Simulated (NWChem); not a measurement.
**the pair P2H4···BH3SO: a chain of runs**

Wanted: the energy (singlet BP2H7SO, BLYP-D3(0)/6-311+G**), then the energy (singlet P2H4, BLYP-D3(0)/6-311+G**), then a single-point energy (singlet BH3SO, BLYP-D3(0)/6-311+G**), then a single-point energy (singlet P2H4, BLYP-D3(0)/6-311+G**), then the energy (singlet BH3SO, BLYP-D3(0)/6-311+G**) of BH7OP2S and its partners. 

Program for the calculation: NWChem 7.3.0.

### Step 1. The structure to begin with

BP2H7SO has 12 atoms, charge 0, and is taken as a singlet. The two molecules were placed rigidly side by side, at 1.3 times their contact distance; the pair isn't optimised.

Bond lengths: P1–P2 2.227 Å, O7–B8 1.351 Å, B8–S9 1.813 Å, P1–H3 1.422 Å, P1–H4 1.422 Å, P2–H5 1.422 Å, P2–H6 1.422 Å, O7–H10 0.961 Å, B8–H11 1.193 Å, S9–H12 1.340 Å. Some angles: O7–B8–S9 121.4°, P1–P2–H5 93.6°, P1–P2–H6 93.6°, P2–P1–H3 93.6°, P2–P1–H4 93.6°, O7–B8–H11 118.0°, S9–B8–H11 120.6°, B8–O7–H10 115.3°, B8–S9–H12 96.0°, H5–P2–H6 92.0°.

### Step 2. A single-point energy at BLYP-D3(0)/6-311+G(d,p) (run 1)

File sp.nw:

```
start sp
title "BH7OP2S BLYP"
memory 2200 mb
geometry noautosym nocenter noautoz
   P      0.365100    -1.048800    -0.082300
   P     -0.365200     1.049100     0.078100
   H     -0.497000    -1.521600     0.945000
   H     -0.572100    -1.392900    -1.094900
   H      0.502800     1.524600    -0.942900
   H      0.566400     1.389600     1.097000
   O     -2.238090     2.175310     4.139880
   B     -2.185010     2.955740     5.241430
   S     -1.471280     4.621230     5.184860
   H     -1.874190     2.566900     3.341010
   H     -2.623490     2.517390     6.260430
   H     -1.674910     4.905240     6.478910
end
basis "ao basis" spherical bse
   P library 6-311+G**
   H library 6-311+G**
   O library 6-311+G**
   B library 6-311+G**
   S library 6-311+G**
end
dft
   xc becke88 lyp
   disp vdw 3
   grid fine
   convergence energy 1e-08
   iterations 100
   mulliken
   print low
end
task dft
```

Launch:

```
$ nwchem sp.nw > sp.out
```

What it wrote (excerpt; [...] marks lines left out):

```text
[...]
 d= 0,ls=0.0,diis     1  -1185.1356652031 -1.45D+03  8.35D-03  3.08D+00     6.1
[...]
 d= 0,ls=0.0,diis    12  -1185.2596156022 -8.87D-10  1.35D-07  5.09D-10    59.1
         Total DFT energy =    -1185.259615602211
      One electron energy =    -2170.051875814732
           Coulomb energy =      803.676383755856
    Exchange-Corr. energy =      -87.428231185754
 Nuclear repulsion energy =      268.548271570209
    Dispersion correction =       -0.004163927791
[...]
      Total Density - Mulliken Population Analysis
     ---------------------------------------------
    Atom       Charge   Shell Charges
 -----------   ------   -------------------------------------------------------
    1 P   15    15.03   0.79  1.17  0.91  1.08  0.97  0.93  2.04  3.82  0.70  1.95  0.61  0.03 -0.05  0.08
    2 P   15    15.04   0.79  1.17  0.91  1.08  0.97  0.93  2.04  3.82  0.70  1.95  0.65  0.02 -0.07  0.08
    3 H    1     0.98   0.26  0.55  0.15  0.02
    4 H    1     0.98   0.26  0.55  0.15  0.02
    5 H    1     0.98   0.26  0.55  0.15  0.02
    6 H    1     0.99   0.26  0.55  0.16  0.02
    7 O    8     8.28   1.09  0.91  1.00  1.01  2.06  0.73  1.39  0.02  0.09  0.01
    8 B    5     5.07   1.13  0.85  0.49  0.68  0.97  0.27  0.42  0.06  0.05  0.16
    9 S   16    16.00   0.77  1.19  0.92  1.06  1.11  0.80  1.87  4.00  1.10  2.50  0.76 -0.05 -0.11  0.04
   10 H    1     0.74   0.27  0.36  0.04  0.07
[...]
```

It took 60 s on 1 thread of Intel Xeon Platinum 8559C (Emerald Rapids), shared host; peak memory 0.14 GiB.

### Step 3. P2H4: the energy at BLYP-D3(0)/6-311+G(d,p) (run 2)

File calc.nw:

```
start calc
memory stack 880 mb heap 220 mb global 1100 mb
charge 0

geometry noautosym nocenter noautoz
   P     0.365100   -1.048800   -0.082300
   P    -0.365200    1.049100    0.078100
   H    -0.497000   -1.521600    0.945000
   H    -0.572100   -1.392900   -1.094900
   H     0.502800    1.524600   -0.942900
   H     0.566400    1.389600    1.097000
end

basis "ao basis" spherical bse
   * library 6-311+G**
end

dft
   xc becke88 lyp
   mult 1
   disp vdw 3
   grid fine
   convergence energy 1e-08
   iterations 100
   mulliken
   noprint "final vectors analysis"
end

task dft energy
```

Launch:

```
$ nwchem calc.nw > calc.out
```

What it wrote (excerpt; [...] marks lines left out):

```text
[...]
          Wavefunction type:  closed shell.
          No. of atoms     :     6
          No. of electrons :    34
[...]
          Charge           :     0
          Spin multiplicity:     1
[...]
          AO basis - number of functions:    84
[...]
              XC Information
              --------------
                    Becke 1988 Exchange Functional  1.000
              Lee-Yang-Parr Correlation Functional  1.000
[...]
 d= 0,ls=0.0,diis     1   -685.0600857945 -7.74D+02  6.04D-03  1.57D+00     1.2
[...]
 d= 0,ls=0.0,diis     8   -685.1006034486 -2.68D-09  1.81D-07  6.34D-11     7.7
         Total DFT energy =     -685.100603448593
      One electron energy =    -1122.971732841338
           Coulomb energy =      397.205929023968
    Exchange-Corr. energy =      -47.952631392492
 Nuclear repulsion energy =       88.619060352061
    Dispersion correction =       -0.001228590792
[...]
      Total Density - Mulliken Population Analysis
     ---------------------------------------------
    Atom       Charge   Shell Charges
 -----------   ------   -------------------------------------------------------
    1 P   15    15.03   0.79  1.17  0.91  1.08  0.97  0.93  2.04  3.82  0.70  1.95  0.61  0.03 -0.06  0.08
    2 P   15    15.03   0.79  1.17  0.91  1.08  0.97  0.93  2.04  3.82  0.70  1.95  0.61  0.03 -0.06  0.08
    3 H    1     0.98   0.26  0.55  0.15  0.02
    4 H    1     0.98   0.26  0.55  0.15  0.02
    5 H    1     0.98   0.26  0.55  0.15  0.02
    6 H    1     0.98   0.26  0.55  0.15  0.02
[...]
```

Run time: 8.4 s. Hardware: 1 thread of Intel Xeon Platinum 8559C (Emerald Rapids), shared host; peak memory 0.12 GiB.

### Step 4. BH3SO: a single-point energy at BLYP-D3(0)/6-311+G(d,p) (run 3)

File mol.nw:

```
start mol
title "BH3OS energy"
memory stack 880 mb heap 220 mb global 1100 mb

geometry units atomic noautosym nocenter noautoz
  O   -4.22937714   4.11074014   7.82323939
  B   -4.12907048   5.58553910   9.90486720
  S   -2.78031625   8.73285906   9.79796539
  H   -3.54170581   4.85073799   6.31359388
  H   -4.95767759   4.75717765  11.83049812
  H   -3.16512118   9.26956018  12.24336549
end

basis spherical bse
  * library 6-311+G**
end

dft
  xc becke88 lyp
  disp vdw 3
  grid fine
  convergence energy 1e-08
  maxiter 100
  mulliken
  print low
end

task dft energy
```

Launch:

```
$ nwchem mol.nw > mol.out
```

What it wrote (excerpt; [...] marks lines left out):

```text
[...]
 d= 0,ls=0.0,diis     1   -500.0743884263 -5.89D+02  1.46D-02  1.52D+00     1.4
[...]
 d= 0,ls=0.0,diis    11   -500.1579011222 -5.12D-09  4.93D-07  1.90D-09    12.1
         Total DFT energy =     -500.157901122207
      One electron energy =     -864.861318916045
           Coulomb energy =      315.413003437695
    Exchange-Corr. energy =      -39.476049261787
 Nuclear repulsion energy =       88.768643394436
    Dispersion correction =       -0.002179776505
[...]
      Total Density - Mulliken Population Analysis
     ---------------------------------------------
    Atom       Charge   Shell Charges
 -----------   ------   -------------------------------------------------------
    1 O    8     8.29   1.09  0.91  1.00  1.01  2.06  0.73  1.38  0.02  0.09  0.01
    2 B    5     5.06   1.13  0.85  0.49  0.68  0.97  0.27  0.42  0.05  0.04  0.16
    3 S   16    16.00   0.77  1.19  0.92  1.06  1.11  0.80  1.87  4.00  1.10  2.50  0.76 -0.05 -0.11  0.04
    4 H    1     0.75   0.27  0.36  0.04  0.07
    5 H    1     0.98   0.27  0.55  0.14  0.02
    6 H    1     0.93   0.25  0.52  0.12  0.03
[...]
```

Run time: 13 s. Hardware: 1 thread of Intel Xeon Platinum 8559C (Emerald Rapids), shared host; peak memory 0.12 GiB.

### Step 5. P2H4 among ghost functions: a single-point energy at BLYP-D3(0)/6-311+G(d,p) (with ghost functions) (run 4)

File h4p2.nw:

```
start h4p2
title "H4P2 energy"
memory stack 880 mb heap 220 mb global 1100 mb

geometry noautosym nocenter noautoz
P     0.365100   -1.048800   -0.082300
P    -0.365200    1.049100    0.078100
H    -0.497000   -1.521600    0.945000
H    -0.572100   -1.392900   -1.094900
H     0.502800    1.524600   -0.942900
H     0.566400    1.389600    1.097000
bqO     -2.238090     2.175310     4.139880
bqB     -2.185010     2.955740     5.241430
bqS     -1.471280     4.621230     5.184860
bqH     -1.874190     2.566900     3.341010
bqH     -2.623490     2.517390     6.260430
bqH     -1.674910     4.905240     6.478910
end

basis spherical bse
P library 6-311+G**
H library 6-311+G**
bqO library O 6-311+G**
bqB library B 6-311+G**
bqS library S 6-311+G**
bqH library H 6-311+G**
end

dft
xc becke88 lyp
disp vdw 3
grid fine
convergence energy 1e-08
iterations 100
mulliken
print low
end

task dft energy
```

Launch:

```
$ nwchem h4p2.nw > h4p2.out
```

What it wrote (excerpt; [...] marks lines left out):

```text
[...]
 d= 0,ls=0.0,diis     1   -685.0601559092 -7.74D+02  2.90D-03  1.57D+00     5.0
[...]
 d= 0,ls=0.0,diis     8   -685.1006723828 -4.32D-09  3.84D-07  4.52D-09    36.1
         Total DFT energy =     -685.100672382812
      One electron energy =    -1122.972462656670
           Coulomb energy =      397.206525169052
    Exchange-Corr. energy =      -47.952566656463
 Nuclear repulsion energy =       88.619060352061
    Dispersion correction =       -0.001228590792
[...]
      Total Density - Mulliken Population Analysis
     ---------------------------------------------
    Atom       Charge   Shell Charges
 -----------   ------   -------------------------------------------------------
    1 P   15    15.03   0.79  1.17  0.91  1.08  0.97  0.93  2.04  3.82  0.70  1.95  0.61  0.03 -0.05  0.08
    2 P   15    15.03   0.79  1.17  0.91  1.08  0.97  0.93  2.04  3.82  0.70  1.95  0.63  0.02 -0.07  0.08
    3 H    1     0.98   0.26  0.55  0.16  0.02
    4 H    1     0.98   0.26  0.55  0.15  0.02
    5 H    1     0.98   0.26  0.55  0.15  0.02
    6 H    1     0.98   0.26  0.55  0.15  0.02
    7 X    0     0.00  -0.00  0.00 -0.00 -0.00  0.00  0.00 -0.00  0.00 -0.00  0.00
    8 X    0     0.00   0.00 -0.00  0.00  0.00 -0.00 -0.00 -0.00  0.00  0.00 -0.00
    9 X    0    -0.00   0.00 -0.00  0.00 -0.00 -0.00 -0.00  0.00 -0.00  0.00 -0.00  0.00 -0.00 -0.00 -0.00
   10 X    0    -0.00   0.00  0.00 -0.00 -0.00
[...]
```

It took 37 s on 1 thread of Intel Xeon Platinum 8559C (Emerald Rapids), shared host; peak memory 0.14 GiB.

### Step 6. BH3SO among ghost functions: the energy at BLYP-D3(0)/6-311+G(d,p) (with ghost functions) (run 5)

File mol.nw:

```
start mol
title "BH3OS energy"
memory total 2200 mb
charge 0

geometry noautosym nocenter noautoz
   O     -2.238090     2.175310     4.139880
   B     -2.185010     2.955740     5.241430
   S     -1.471280     4.621230     5.184860
   H     -1.874190     2.566900     3.341010
   H     -2.623490     2.517390     6.260430
   H     -1.674910     4.905240     6.478910
   bqP      0.365100    -1.048800    -0.082300
   bqP     -0.365200     1.049100     0.078100
   bqH     -0.497000    -1.521600     0.945000
   bqH     -0.572100    -1.392900    -1.094900
   bqH      0.502800     1.524600    -0.942900
   bqH      0.566400     1.389600     1.097000
end

basis "ao basis" spherical bse
   O library 6-311+G**
   B library 6-311+G**
   S library 6-311+G**
   H library 6-311+G**
   bqP library P 6-311+G**
   bqH library H 6-311+G**
end

dft
   xc becke88 lyp
   disp vdw 3
   grid fine
   convergence energy 1e-08
   iterations 100
   mulliken
   print low
end

task dft
```

Launch:

```
$ nwchem mol.nw > mol.out
```

What it wrote (excerpt; [...] marks lines left out):

```text
[...]
 d= 0,ls=0.0,diis     1   -500.0744238942 -5.89D+02  7.79D-03  1.52D+00     4.9
[...]
 d= 0,ls=0.0,diis    11   -500.1579460430 -5.19D-09  2.73D-07  1.99D-09    47.4
         Total DFT energy =     -500.157946042990
      One electron energy =     -864.861202393913
           Coulomb energy =      315.412760229904
    Exchange-Corr. energy =      -39.475973857108
 Nuclear repulsion energy =       88.768649754047
    Dispersion correction =       -0.002179775920
[...]
      Total Density - Mulliken Population Analysis
     ---------------------------------------------
    Atom       Charge   Shell Charges
 -----------   ------   -------------------------------------------------------
    1 O    8     8.28   1.09  0.91  1.00  1.01  2.06  0.73  1.38  0.01  0.09  0.01
    2 B    5     5.07   1.13  0.85  0.49  0.68  0.97  0.27  0.42  0.05  0.04  0.16
    3 S   16    16.00   0.77  1.19  0.92  1.06  1.11  0.80  1.87  4.00  1.10  2.50  0.76 -0.05 -0.11  0.04
    4 H    1     0.75   0.27  0.36  0.04  0.07
    5 H    1     0.98   0.27  0.55  0.14  0.02
    6 H    1     0.93   0.25  0.52  0.12  0.03
    7 X    0    -0.00  -0.00  0.00 -0.00  0.00 -0.00  0.00 -0.00 -0.00 -0.00  0.00 -0.00 -0.00 -0.00 -0.00
    8 X    0     0.00   0.00 -0.00  0.00 -0.00  0.00 -0.00  0.00 -0.00  0.00 -0.00  0.00  0.00  0.00 -0.00
    9 X    0     0.00  -0.00 -0.00  0.00 -0.00
   10 X    0     0.00  -0.00 -0.00  0.00 -0.00
[...]
```

It took 48 s on 1 thread of Intel Xeon Platinum 8559C (Emerald Rapids), shared host; peak memory 0.14 GiB.

### Step 7. Summary of results

| quantity | value |
| --- | --- |
| run 1, BLYP-D3(0)/6-311+G**: total energy | -1185.25962 Eh |
| run 1, BLYP-D3(0)/6-311+G**: dispersion energy | -10.93 kJ/mol |
| P2H4: total energy | -685.10060 Eh |
| P2H4: dipole moment | 0.00 D |
| P2H4: dispersion energy | -3.23 kJ/mol |
| BH3SO: total energy | -500.15790 Eh |
| BH3SO: dispersion energy | -5.72 kJ/mol |
| P2H4 among ghost functions: total energy | -685.10067 Eh |
| P2H4 among ghost functions: dispersion energy | -3.23 kJ/mol |
| BH3SO among ghost functions: total energy | -500.15795 Eh |
| BH3SO among ghost functions: dispersion energy | -5.72 kJ/mol |
| interaction energy of the rigid parts P2H4 and BH3SO (parts in their own basis; closest atoms 3.52 Å apart) | -0.030 eV |
| interaction energy of the rigid parts P2H4 and BH3SO (parts in the whole basis, counterpoise; closest atoms 3.52 Å apart) | -0.027 eV |

**Reading.** The interaction energy of the rigid parts P2H4 and BH3SO (parts in their own basis; closest atoms 3.52 Å apart) is −0.03 eV (−2.9 kJ/mol): the parts attract. Without counterpoise this holds the superposition error of the basis. The interaction energy of the rigid parts P2H4 and BH3SO (parts in the whole basis, counterpoise; closest atoms 3.52 Å apart) is −0.03 eV (−2.6 kJ/mol): the parts attract. The basis-set superposition error is 0.3 kJ/mol.
